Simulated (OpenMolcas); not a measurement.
**Hf²⁺ among point charges: CASSCF levels and susceptibility**

How does a field of 6 point charges split the states of Hf²⁺, and what χT follows?

The numbers are computed with OpenMolcas 26.06 (state-averaged CASSCF, spin-orbit coupling by RASSI with atomic mean-field integrals), except any that are marked as measured or tabulated.

1 further run of the same task is left out (it didn't finish).

## 1. The system

```
Species                           : Hf²⁺ (hafnium, Z = 72, 70 electrons)
Basis                             : ANO-RCC-VDZP [7s6p4d2f1g], 68 functions
Scalar Hamiltonian                : DKH2, point nucleus
Inactive shells                   : 1s 2s 2p 3s 3p 3d 4s 4p 4d 4f 5s 5p
Active space                      : 2 electrons in 5 orbitals (5d)
Some configurations of this space : 5d2
Orbitals                          : optimised for each spin and parity, averaged over all roots
```

The outer shells:

5d2
```
5d [↑ ][↑ ][  ][  ][  ]
```

The ion sits among 6 point charges of -0.8 e arranged as a tetragonal octahedron (D4h), 1.94 Å from the ion, with the axial distance 2.231 Å. The active orbitals were held to one l.

The work runs as a chain of OpenMolcas steps in one folder; each step below is one input file. Labels, J, g values, rates, χT and fits are worked out afterwards by a script from the matrices that RASSI stores. The input lists half of the charges; inversion (Group=XYZ) makes the rest.

## 2. GATEWAY and SEWARD: basis and integrals

Contents of a.inp:

```
&GATEWAY
Coord
1

Hf 0.0 0.0 0.0
Basis=ANO-RCC-VDZP
Group=XYZ
NoMove
AngMom=0.0 0.0 0.0
AMFI
XField
3 Angstrom 0
1.940000 0.000000 0.000000 -0.800000
0.000000 1.940000 0.000000 -0.800000
0.000000 0.000000 2.231000 -0.800000
&SEWARD
```

Started as:

```console
$ OMP_NUM_THREADS=1 MOLCAS_MEM=1689 MOLCAS_PROJECT=a pymolcas a.inp > a.log
```

## 3. CASSCF: triplets of even parity, 10 roots

Contents of a.inp:

```
&RASSCF
FileOrb=start.orb
Symmetry=1
Spin=3
nActEl=2 0 0
Inactive=15 19
Ras2=5 0
CIRoot=10 10 1
SDav=10
CIMx=300
Iter=120 100
PrWF=0.3
OrbListing=Nothing
MaxOrb=0
SupSym
1
20 4 5 6 7 8 10 11 12 13 14 16 17 18 19 20 23 24 25 26 27
0
>>> COPY $Project.JobIph JOB001
```

start.orb holds the contracted functions of the basis, ordered by shell, or the orbitals of the step before.

## 4. Reference wave functions, singlets of even parity, 15 roots

Contents of a.inp:

```
&RASSCF
FileOrb=start.orb
Symmetry=1
Spin=1
nActEl=2 0 0
Inactive=15 19
Ras2=5 0
CIRoot=15 15 1
SDav=15
CIMx=300
Iter=120 100
PrWF=0.3
OrbListing=Nothing
MaxOrb=0
SupSym
1
20 4 5 6 7 8 10 11 12 13 14 16 17 18 19 20 23 24 25 26 27
0
>>> COPY $Project.JobIph JOB002
```

## 5. RASSI: spin-orbit coupling between the states

Contents of a.inp:

```
&RASSI
NrOfJobIphs=2 10 15
1 2 3 4 5 6 7 8 9 10
1 2 3 4 5 6 7 8 9 10 11 12 13 14 15
IphNames
JOB001
JOB002
EJob
SpinOrbit
DIPRint=1.0
SOCoupling=1000.0
Subsets=2
Property=9
'ANGMOM' 1 'ANGMOM' 2 'ANGMOM' 3 'MLTPL  1' 1 'MLTPL  1' 2 'MLTPL  1' 3
'AMFI' 1 'AMFI' 2 'AMFI' 3
SOProperty=3
'ANGMOM' 1 'ANGMOM' 2 'ANGMOM' 3
```

**Question.** What will these runs give? Wanted: spin-free ground state; first state of the same spin within the active space; lowest level; next level.

As calculated:

| quantity | value |
| --- | --- |
| method | CASSCF |
| spin-free ground state | 3A2, 1-fold in its orbital part |
| first state of the same spin within the active space | 3E at 2210 cm⁻¹ |
| lowest level | 1-fold A1 |
| next level | 348.2 cm⁻¹ |
| χT at 300 K | 0.26 cm³ K/mol |
| effective moment at 300 K | 1.43 μB |

The spin-free ground state (3A2) comes to 89 % from free-ion F terms and keeps the highest spin of the shell. χT at 300 K is 0.26, against 1.00 cm³ K/mol for the spin alone, so spin-orbit coupling lowers it. The field of point charges can differ much from that of real complexes. Point charges carry no covalency, so the field is a model and not that of real ligands.
